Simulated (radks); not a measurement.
**The Coulomb parameter U of the 5d shell of Os³⁺**

One table from this session's results is given with a row withheld; the runs are named, their logs left out.

Method: scalar-relativistic Kohn-Sham, PBE, spin-unpolarised, spherical densities, finite nucleus. Code: radks (a radial shooting solver on a logarithmic mesh, Libxc functionals) version 1.

## The system

```
element            : osmium (Z = 76)
charge             : +3
electrons          : 73
configuration      : [Xe] 4f14 5d4 6s1
nuclear rms radius : 5.4126 fm
```

The outer shells:

Os³⁺
```
[Xe] core
4f [↑↓][↑↓][↑↓][↑↓][↑↓][↑↓][↑↓]
5d [↑ ][↑ ][↑ ][↑ ][  ]
6s [↑ ]
```

The first run:

Input:

```text
Z 76
configuration [Xe] 4f14 5d4 6s1
relativity scalar-relativistic
functional pbe,pbe
spin unpolarised
nucleus finite rms 5.4126 fm
c 137.035999084
```

Steps of the session up to this table: Start: [Xe] 4f14 5d4 6s1.

One of the session's tables, all rows but one given; the rest of the session is left out.

It belongs to the step «Start: [Xe] 4f14 5d4 6s1». From the orbitals of this run (lengths in bohr):

| level | <r> | outermost maximum (interpolated) | 90 % within | nodes |
| --- | --- | --- | --- | --- |
| 4s | ? | ? | ? | ? |
| 4p | 0.4594 | 0.425 | 0.667 | 2 |
| 4d | 0.4890 | 0.435 | 0.731 | 1 |
| 5s | 1.001 | 0.912 | 1.43 | 4 |
| 4f | 0.5553 | 0.406 | 0.906 | 0 |
| 5p | 1.152 | 1.03 | 1.67 | 3 |
| 5d | 1.572 | 1.30 | 2.37 | 2 |
| 6s | 2.415 | 2.20 | 3.44 | 5 |

**Question.** Estimate the row for 4s.

The run gave: <r>: 0.4319; outermost maximum (interpolated): 0.405; 90 % within: 0.620; nodes: 3. In the column «<r>» it is the lowest.
